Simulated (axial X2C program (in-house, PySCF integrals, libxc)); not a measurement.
**All-electron X2C curves of SnH**

Aim: find the lowest determinant of SnH, scan the bond at several levels and fit the constants, once spin-free and once with spin–orbit coupling.

Program: an in-house X2C program for linear molecules on PySCF integrals. Level of theory: all-electron X2C, Sn dyall-cv3z, H dyall-v3z. These are calculated values, not measurements.

## 1. The job

task.json

```json
{
 "zs": [
  50,
  1
 ],
 "q": 0,
 "bas": [
  "dyall-cv3z",
  "dyall-v3z"
 ],
 "levels": [
  "PBE0",
  "HF",
  "BP86"
 ],
 "cc": true,
 "r0": 1.72,
 "thr": -2.0,
 "nmax": 90,
 "npts": 10,
 "nst": 2,
 "ntry": 6
}
```

Keys: zs atomic numbers; q charge; bas basis sets; levels methods (HF also brings MP2); cc coupled cluster on or off; r0 starting distance in Å; thr threshold in hartree for freezing inner shells (an s shell follows its p shell); nmax most natural virtual spinors; npts points asked for on the curve; nst determinants followed; ntry starts of the search.

Command:

```bash
$ python so2c.py task.json out
```

Spin-free means the one-electron spin-free X2C Hamiltonian; two-component (2c) means X2C with spin–orbit coupling and atomic mean-field two-electron Coulomb and Gaunt terms. Basis: Sn dyall-cv3z contracted to [11s12p9d4f1g], H dyall-v3z contracted to [6s2p1d]; Gaussian nuclei, density fitting. Masses: Sn 119.902 u, H 1.008 u.

Notation: σ, π±, δ± give the projection m of an orbital's angular momentum (0, ±1, ±2), α and β its spin, Λ and M_S the sums; ω is the projection of a spinor's total angular momentum and Ω the sum. Logs are in hartree.

The results follow Hamiltonian by Hamiltonian and level by level.

## 2. Which state to follow

PBE0 moves the distance from 1.720 Å to 1.781 Å and compares determinants there.

Spin-free determinants:

| ΔE (eV) | state | open shells |
| --- | --- | --- |
| 0.00 | M_S = 1/2, Λ = 1 | beyond closed shells: π+α |
| 1.86 | M_S = 3/2, Λ = 0 | beyond closed shells: σα, π+α, π-α |
| 2.41 | M_S = 1/2, Λ = 0 | beyond closed shells: σβ, π+α, π-α |
| 2.92 | M_S = 1/2, Λ = 2 | beyond closed shells: σα, π+α, π+β |
| 2.92 | M_S = 1/2, Λ = 0 | beyond closed shells: σα, π+β, π-α |
| 3.90 | M_S = 1/2, Λ = 0 | beyond closed shells: σα |
| 5.12 | M_S = 3/2, Λ = 1 | beyond closed shells: 2 × σα, π+α |

Two-component determinants:

```json
{"ΔE (eV)": "0.00", "state": "Ω = 1/2", "open shells": "excess of +ω over −ω: ω = 1/2"}
{"ΔE (eV)": "0.28", "state": "Ω = 3/2", "open shells": "excess of +ω over −ω: ω = 3/2"}
{"ΔE (eV)": "2.56", "state": "Ω = 1/2", "open shells": "excess of +ω over −ω: 2 × ω = -1/2, ω = 3/2"}
{"ΔE (eV)": "3.07", "state": "Ω = 5/2", "open shells": "excess of +ω over −ω: 2 × ω = 1/2, ω = 3/2"}
{"ΔE (eV)": "3.35", "state": "Ω = 1/2", "open shells": "excess of +ω over −ω: ω = 1/2"}
{"ΔE (eV)": "5.64", "state": "Ω = 3/2", "open shells": "excess of +ω over −ω: 3 × ω = 1/2"}
```

## 3. PBE0, spin-free

State followed: M_S = 1/2, Λ = 1 (beyond closed shells: π+α). The scan is laid around 1.781 Å, a first estimate of the minimum, and this SCF restarts from the orbitals of the search.

Output at 1.781 Å:

```text
spin-free X2C-1e  PBE0
basis functions 146  fitting functions 745  grid points 5071
iter        total energy     max residual
   1      -6176.810259605     3.24e-05
   2      -6176.810259626     1.67e-05
   3      -6176.810259630     1.01e-05
   4      -6176.810259634     2.63e-06
   5      -6176.810259634     5.88e-07
converged
one-electron -8521.87163993  Coulomb 2496.90989758  exact exchange -41.06724099  xc functional -125.63745852  nuclear repulsion 14.85618223
```

Along the bond, energies from the lowest point:

```tsv
R (Å)	E (eV)	μ (D)	HOMO (eV)	LUMO (eV)	iterations
1.550	0.3910	0.23	-4.93	-3.22	9
1.621	0.1674	0.00	-4.94	-3.23	9
1.674	0.0679	-0.17	-4.95	-3.23	9
1.728	0.0150	-0.34	-4.96	-3.25	8
1.781	0.0000	-0.51	-4.98	-3.26	5
1.843	0.0207	-0.72	-5.00	-3.28	9
1.906	0.0739	-0.92	-5.02	-3.30	9
1.986	0.1781	-1.18	-5.06	-3.33	10
2.084	0.3442	-1.50	-5.10	-3.38	11
2.226	0.6307	-1.95	-5.18	-3.45	10
```

Dipoles are positive if H is the positive end.

Outer orbitals at the reference distance:

| symmetry | occupied | ε (eV) | atomic character |
| --- | --- | --- | --- |
| δ+α | yes | -28.56 | 100% Sn d |
| δ-α | yes | -28.52 | 100% Sn d |
| δ-β | yes | -28.41 | 100% Sn d |
| δ+β | yes | -28.41 | 100% Sn d |
| π+α | yes | -28.34 | 100% Sn d |
| σα | yes | -28.33 | 99% Sn d |
| π-α | yes | -28.32 | 100% Sn d |
| σβ | yes | -28.28 | 99% Sn d |
| π-β | yes | -28.26 | 100% Sn d |
| π+β | yes | -28.26 | 100% Sn d |
| σα | yes | -12.88 | 70% Sn s, 26% H s, 4% H p |
| σβ | yes | -12.15 | 65% Sn s, 30% H s, 3% H p |
| σα | yes | -7.36 | 49% Sn p, 32% H s, 15% Sn s |
| σβ | yes | -7.11 | 48% Sn p, 29% H s, 19% Sn s |
| π+α | yes | -4.98 | 98% Sn p, 2% H p |
| π-α | no | -3.26 | 98% Sn p, 2% H p |
| π+β | no | -2.40 | 98% Sn p, 2% H p |
| π-β | no | -2.40 | 98% Sn p, 2% H p |
| σα | no | 0.45 | 36% Sn p, 24% Sn d, 21% H s |

PBE0 fields in the half plane through the axis: z from -2.4 to 3.9 Å across, distance from the axis 0.15 to 2.25 Å upwards; Sn lies at z = 0 and H at z = 1.781 Å; the ELF is damped to zero where the density is low.

log10 density (e/bohr³). Ten even steps from '0' (-5.09 ) to '9' (1.82 ):
```
1122233333322222111000
1223333333333222221100
2233344444433333222110
2233444444444433332211
2334445555544444332211
2334455666555554433221
3344556777655555443221
3344567898765665543321
```

ELF. Ten even steps from '0' (0.00 ) to '9' (1.00 ):
```
0002345543210000000000
0024567664311000000000
0146777765321122210000
1357776544333467752000
1478764322234799986200
2578742343226999998500
3688633777327999999710
3688536374627999999820
```

Re = 1.779 Å, ωe = 1713 cm⁻¹, ωexe = 25.4 cm⁻¹, Be = 5.332 cm⁻¹, De = 2.57 eV, μ = -0.51 D.

## 4. HF, spin-free

Output at 1.781 Å:

```text
spin-free X2C-1e  HF
basis functions 146  fitting functions 745  grid points 5071
iter        total energy     max residual
   1      -6174.374524096     2.51e-01
   2      -6174.393668061     5.42e-03
   3      -6174.394247130     1.87e-03
   4      -6174.394309206     7.52e-04
   5      -6174.394322299     3.82e-04
   6      -6174.394326172     1.77e-04
   7      -6174.394327142     8.70e-05
   8      -6174.394327548     5.76e-05
   9      -6174.394327677     3.73e-05
  10      -6174.394327750     1.26e-05
  11      -6174.394327757     2.24e-06
  12      -6174.394327757     5.14e-07
converged
one-electron -8520.95902116  Coulomb 2496.04645535  exact exchange -164.33794417  xc functional 0.00000000  nuclear repulsion 14.85618223
```

Re = 1.769 Å, ωe = 1792 cm⁻¹, ωexe = 25.1 cm⁻¹, Be = 5.392 cm⁻¹, De = 1.67 eV, μ = -0.37 D.

## 5. BP86, spin-free

The SCF at the reference distance of 1.781 Å:

```text
spin-free X2C-1e  BP86
basis functions 146  fitting functions 745  grid points 5071
iter        total energy     max residual
   1      -6177.874655216     1.07e-01
   2      -6177.877905420     4.01e-03
   3      -6177.877902529     2.09e-03
   4      -6177.877935381     5.96e-04
   5      -6177.877938226     1.16e-04
   6      -6177.877938363     6.38e-05
   7      -6177.877938436     9.27e-06
   8      -6177.877938437     8.92e-07
converged
one-electron -8521.85128935  Coulomb 2496.87848949  exact exchange 0.00000000  xc functional -167.76132080  nuclear repulsion 14.85618223
```

Re = 1.797 Å, ωe = 1641 cm⁻¹, ωexe = 26.6 cm⁻¹, Be = 5.226 cm⁻¹, De = 2.79 eV, μ = -0.62 D.

## 6. MP2 and beyond, spin-free

Correlated methods: 15 electrons correlated (frozen shells, counted by type: Sn 4 s, 3 p, 1 d; H none), 191 virtual spinors in MP2, 90 natural virtuals in coupled cluster.

Output of the correlated part at 1.781 Å:

```text
correlated 15  virtual 191  natural virtual 90  E(MP2) -0.537247274  MP2 remainder -0.029110057
iter   CCSD correlation   residual
   1     -0.472104099   1.19e-01
   2     -0.484181371   3.94e-02
   3     -0.484788899   1.48e-02
   4     -0.484808243   3.57e-03
   5     -0.484839212   6.99e-04
   6     -0.484835945   2.25e-04
   7     -0.484835284   6.79e-05
   8     -0.484835801   2.32e-05
   9     -0.484835519   6.32e-06
  10     -0.484835583   2.01e-06
  11     -0.484835578   6.95e-07
(T) -0.013282246  T1 0.0183  D1 0.0532  max T2 0.094
```

T1 in the output is the amplitude norm over the root of the electron number; divide by √2 for the Lee–Taylor value.

MP2: Re = 1.756 Å, ωe = 1776 cm⁻¹, Be = 5.473 cm⁻¹, De = 2.41 eV.

CCSD: Re = 1.769 Å, ωe = 1727 cm⁻¹, ωexe = 28 cm⁻¹, Be = 5.39 cm⁻¹, De = 2.66 eV. T1 at Re = 0.013 (Lee–Taylor, the printed value over √2).

CCSD(T): Re = 1.772 Å, ωe = 1711 cm⁻¹, ωexe = 28.7 cm⁻¹, Be = 5.372 cm⁻¹, De = 2.67 eV. T1 at Re = 0.013 (Lee–Taylor, the printed value over √2).

## 7. A higher determinant, spin-free

State: M_S = 3/2, Λ = 0 (beyond closed shells: σα, π+α, π-α).

Output at the reference distance:

```text
spin-free X2C-1e  PBE0
basis functions 146  fitting functions 745  grid points 5071
iter        total energy     max residual
   1      -6176.741821144     2.20e-05
   2      -6176.741821150     1.79e-05
   3      -6176.741821154     4.98e-06
   4      -6176.741821155     2.88e-06
converged
one-electron -8521.47507548  Coulomb 2496.58295722  exact exchange -41.07298974  xc functional -125.63289539  nuclear repulsion 14.85618223
```

```tsv
R (Å)	E above the lowest PBE0 point (eV)
1.550	2.127
1.621	1.961
1.674	1.894
1.728	1.864
1.781	1.862
1.843	1.885
1.906	1.925
1.986	1.990
2.084	2.076
```

Re = 1.758 Å, ωe = 1483 cm⁻¹, ωexe = 86.1 cm⁻¹, Be = 5.456 cm⁻¹, μ = 0.04 D. Te = 1.86 eV.

## 8. The spin-free curves together

Energy (eV) of the followed determinant, spin-free, from each level's lowest point:

```tsv
R (Å)	PBE0	HF	MP2	CCSD	CCSD(T)	BP86
1.550	0.391	0.384	0.327	n/a	n/a	0.428
1.621	0.167	0.157	0.124	0.148	0.152	0.194
1.674	0.068	0.059	0.039	0.056	0.059	0.087
1.728	0.015	0.010	0.001	0.009	0.011	0.025
1.781	0.000	0.000	0.000	0.000	0.000	0.000
1.843	0.021	0.029	0.036	0.027	0.024	0.009
1.906	0.074	0.092	0.104	0.085	0.080	0.050
1.986	0.178	0.211	0.225	0.193	0.185	0.138
2.084	0.344	0.397	0.409	n/a	n/a	0.283
2.226	0.631	0.709	0.728	n/a	n/a	0.539
```

## 9. PBE0, 2c

State followed: Ω = 1/2 (excess of +ω over −ω: ω = 1/2). The scan is laid around 1.781 Å, a first estimate of the minimum, and this SCF restarts from the orbitals of the search.

Output at 1.781 Å:

```text
two-component X2C + atomic mean field  PBE0
basis functions 146  fitting functions 745  grid points 5071
iter        total energy     max residual
   1      -6174.216719286     3.17e-05
   2      -6174.216719316     3.43e-05
   3      -6174.216719330     6.98e-06
   4      -6174.216719334     2.41e-06
   5      -6174.216719334     8.34e-07
converged
one-electron -8514.57478851  Coulomb 2495.63114389  exact exchange -41.04294440  xc functional -125.56709035  nuclear repulsion 14.85618223  atomic mean-field constant -3.51922219
```

Along the bond, energies from the lowest point:

```tsv
R (Å)	E (eV)	μ (D)	HOMO (eV)	LUMO (eV)	iterations
1.550	0.3928	0.23	-5.03	-3.04	9
1.621	0.1689	0.00	-5.04	-3.05	9
1.674	0.0692	-0.17	-5.05	-3.06	9
1.728	0.0157	-0.34	-5.07	-3.07	8
1.781	0.0000	-0.52	-5.08	-3.09	5
1.843	0.0198	-0.72	-5.10	-3.11	9
1.906	0.0719	-0.93	-5.13	-3.13	9
1.986	0.1745	-1.19	-5.16	-3.16	10
2.084	0.3384	-1.51	-5.21	-3.20	11
2.226	0.6213	-1.97	-5.29	-3.27	10
```

Dipoles are positive if H is the positive end.

Outer spinors at the reference distance:

```
   ω  occupied  ε (eV)             atomic character     λ mixture
 3/2       yes  -29.04                    100% Sn d  87% δ, 13% π
-3/2       yes  -28.92                    100% Sn d  82% δ, 18% π
 1/2       yes  -28.85                    100% Sn d  63% π, 37% σ
-1/2       yes  -28.82                    100% Sn d  56% π, 44% σ
-5/2       yes  -28.04                    100% Sn d        100% δ
 5/2       yes  -27.93                    100% Sn d        100% δ
-3/2       yes  -27.86                    100% Sn d  82% π, 18% δ
 1/2       yes  -27.83                     99% Sn d  63% σ, 37% π
 3/2       yes  -27.83                    100% Sn d  87% π, 13% δ
-1/2       yes  -27.83                     99% Sn d  56% σ, 44% π
-1/2       yes  -12.84    70% Sn s, 26% H s, 4% H p        100% σ
 1/2       yes  -12.10    65% Sn s, 30% H s, 3% H p        100% σ
-1/2       yes   -7.33  49% Sn p, 32% H s, 15% Sn s        100% σ
 1/2       yes   -7.09  48% Sn p, 29% H s, 19% Sn s   99% σ, 1% π
 1/2       yes   -5.08             97% Sn p, 2% H p   99% π, 1% σ
-3/2        no   -3.09             98% Sn p, 2% H p        100% π
-1/2        no   -2.49             97% Sn p, 2% H p        100% π
 3/2        no   -2.24             98% Sn p, 2% H p        100% π
-1/2        no    0.47  37% Sn p, 24% Sn d, 21% H s        100% σ
```

PBE0 fields in the half plane through the axis: z from -2.4 to 3.9 Å across, distance from the axis 0.15 to 2.25 Å upwards; Sn lies at z = 0 and H at z = 1.781 Å; the ELF is damped to zero where the density is low.

log10 density (e/bohr³). Ten even steps from '0' (-5.09 ) to '9' (1.82 ):
```
1122233333322222111000
1223333333333222221100
2233344444433333222110
2233444444444433332211
2334445555544444332211
2334455666555554433221
3344556777655555443221
3344567898765665543321
```

ELF. Ten even steps from ' ' (0.00 ) to '@' (1.00 ):
```
      ..--==++++==--::..                    
    ::==++**##****==--....                  
  ..==**########**++--::....::::::..        
..--**######**++====------==**####++::      
..==##%%##**==--::::::--==##@@@@@@%%**::    
::**##%%##==::--==--::::**@@@@@@@@@@@@++    
--**%%%%**----######--::##@@@@@@@@@@@@##..  
==##%%%%++--**--##--**::##@@@@@@@@@@@@%%::  
```

Re = 1.780 Å, ωe = 1706 cm⁻¹, ωexe = 25.6 cm⁻¹, Be = 5.324 cm⁻¹, De = 2.67 eV, μ = -0.52 D.

## 10. HF, 2c

The SCF at the reference distance of 1.781 Å:

```text
two-component X2C + atomic mean field  HF
basis functions 146  fitting functions 745  grid points 5071
iter        total energy     max residual
   1      -6171.778462172     2.54e-01
   2      -6171.797593471     5.45e-03
   3      -6171.798177883     1.88e-03
   4      -6171.798241354     7.61e-04
   5      -6171.798254913     3.86e-04
   6      -6171.798258961     1.79e-04
   7      -6171.798259967     8.67e-05
   8      -6171.798260379     5.80e-05
   9      -6171.798260509     3.74e-05
  10      -6171.798260582     1.28e-05
  11      -6171.798260590     2.34e-06
  12      -6171.798260590     1.15e-06
converged
one-electron -8513.65936408  Coulomb 2494.76465809  exact exchange -164.24051464  xc functional 0.00000000  nuclear repulsion 14.85618223  atomic mean-field constant -3.51922219
```

Re = 1.770 Å, ωe = 1784 cm⁻¹, ωexe = 25.3 cm⁻¹, Be = 5.385 cm⁻¹, De = 1.73 eV, μ = -0.38 D.

## 11. BP86, 2c

The SCF at the reference distance of 1.781 Å:

```text
two-component X2C + atomic mean field  BP86
basis functions 146  fitting functions 745  grid points 5071
iter        total energy     max residual
   1      -6175.281587421     1.09e-01
   2      -6175.284830246     4.02e-03
   3      -6175.284827221     2.08e-03
   4      -6175.284858742     6.04e-04
   5      -6175.284862647     1.15e-04
   6      -6175.284862779     6.37e-05
   7      -6175.284862852     9.17e-06
   8      -6175.284862854     8.65e-07
converged
one-electron -8514.55700275  Coulomb 2495.60243669  exact exchange 0.00000000  xc functional -167.66725683  nuclear repulsion 14.85618223  atomic mean-field constant -3.51922219
```

Re = 1.798 Å, ωe = 1632 cm⁻¹, ωexe = 26.3 cm⁻¹, Be = 5.217 cm⁻¹, De = 2.89 eV, μ = -0.63 D.

## 12. MP2 and beyond, 2c

Correlated methods: 15 electrons correlated (frozen shells, counted by type: Sn 4 s, 3 p, 1 d; H none), 191 virtual spinors in MP2, 90 natural virtuals in coupled cluster.

Output of the correlated part at 1.781 Å:

```text
correlated 15  virtual 191  natural virtual 90  E(MP2) -0.537191052  MP2 remainder -0.029005872
iter   CCSD correlation   residual
   1     -0.472099091   1.18e-01
   2     -0.484118890   3.88e-02
   3     -0.484706018   1.45e-02
   4     -0.484724353   3.49e-03
   5     -0.484755010   7.19e-04
   6     -0.484751880   2.69e-04
   7     -0.484751185   1.15e-04
   8     -0.484751903   5.72e-05
   9     -0.484751453   2.55e-05
  10     -0.484751525   1.14e-05
  11     -0.484751564   3.65e-06
  12     -0.484751598   1.26e-06
  13     -0.484751613   4.94e-07
(T) -0.013229815  T1 0.0182  D1 0.0532  max T2 0.093
```

MP2: Re = 1.757 Å, ωe = 1768 cm⁻¹, Be = 5.465 cm⁻¹, De = 2.53 eV.

CCSD: Re = 1.771 Å, ωe = 1725 cm⁻¹, Be = 5.38 cm⁻¹, De = 2.62 eV. T1 at Re = 0.013 (Lee–Taylor, the printed value over √2).

CCSD(T): Re = 1.774 Å, ωe = 1713 cm⁻¹, Be = 5.361 cm⁻¹, De = 2.55 eV. T1 at Re = 0.013 (Lee–Taylor, the printed value over √2).

## 13. A higher determinant, 2c

State: Ω = 3/2 (excess of +ω over −ω: ω = 3/2).

Output at the reference distance:

```text
two-component X2C + atomic mean field  PBE0
basis functions 146  fitting functions 745  grid points 5071
iter        total energy     max residual
   1      -6174.206346399     6.21e-06
   2      -6174.206346401     4.47e-06
   3      -6174.206346402     1.90e-06
converged
one-electron -8514.29567183  Coulomb 2495.35612577  exact exchange -41.04149056  xc functional -125.56226982  nuclear repulsion 14.85618223  atomic mean-field constant -3.51922219
```

```tsv
R (Å)	E above the lowest PBE0 point (eV)
1.550	0.669
1.621	0.447
1.674	0.348
1.728	0.296
1.781	0.282
1.843	0.304
1.906	0.358
1.986	0.463
2.084	0.630
```

Re = 1.777 Å, ωe = 1717 cm⁻¹, ωexe = 25.5 cm⁻¹, Be = 5.34 cm⁻¹, μ = -0.48 D. Te = 0.28 eV.

## 14. The 2c curves together

Energy (eV) of the followed determinant, 2c, from each level's lowest point:

```tsv
R (Å)	PBE0	HF	MP2	CCSD	CCSD(T)	BP86
1.550	0.393	0.386	0.329	n/a	n/a	0.430
1.621	0.169	0.159	0.126	0.150	0.154	0.196
1.674	0.069	0.060	0.041	0.057	0.060	0.088
1.728	0.016	0.010	0.002	0.010	0.012	0.025
1.781	0.000	0.000	0.000	0.000	0.000	0.000
1.843	0.020	0.028	0.035	0.026	0.023	0.008
1.906	0.072	0.090	0.102	0.084	0.080	0.048
1.986	0.174	0.207	0.221	0.191	0.183	0.134
2.084	0.338	0.390	0.404	n/a	n/a	0.277
2.226	0.621	0.698	0.721	n/a	n/a	0.530
```

The whole job took 2.4 min on 1 thread of Arm Neoverse V1, shared host.

## 15. Constants

Lowest determinant that the search found at its distance, spin-free: M_S = 1/2, Λ = 1 (beyond closed shells: π+α).

Lowest determinant that the search found at its distance, 2c: Ω = 1/2 (excess of +ω over −ω: ω = 1/2).

```csv
Hamiltonian,level,Re (Å),ωe (cm⁻¹),De (eV),μ (D)
spin-free,PBE0,1.779,1713,2.57,-0.51
spin-free,HF,1.769,1792,1.67,-0.37
spin-free,MP2,1.756,1776,2.41,n/a
spin-free,CCSD,1.769,1727,2.66,n/a
spin-free,CCSD(T),1.772,1711,2.67,n/a
spin-free,BP86,1.797,1641,2.79,-0.62
2c,PBE0,1.780,1706,2.67,-0.52
2c,HF,1.770,1784,1.73,-0.38
2c,MP2,1.757,1768,2.53,n/a
2c,CCSD,1.771,1725,2.62,n/a
2c,CCSD(T),1.774,1713,2.55,n/a
2c,BP86,1.798,1632,2.89,-0.63
```

Dipoles are positive if H is the positive end.

Time per point (s) on 1 thread of Arm Neoverse V1, shared host (2c runs; CCSD comes with the CCSD(T) run); the times are rough: PBE0 0.33, HF 0.27, MP2 0.45, CCSD(T) 6.4, BP86 0.18.

At CCSD(T), going from spin-free to two-component changes Re by +2 mÅ, ωe by +0.1 %, which is small (part of it comes from the scalar share of the two-electron terms). De moves by -0.11 eV; both De rest on single-determinant atoms, which can miss part of an open shell's spin–orbit lowering.

De refers to Sn + H, each in the lowest determinant found, which need not be this curve's own limit. The state is a single determinant with fixed occupations, the lowest that a limited PBE0 search found. Dissociation energies refer to the lowest single-determinant-based atoms at the same level and basis. Density functionals use the spin component along the axis (collinear). CCSD and (T) use frozen natural virtuals with an MP2 correction for the truncation.
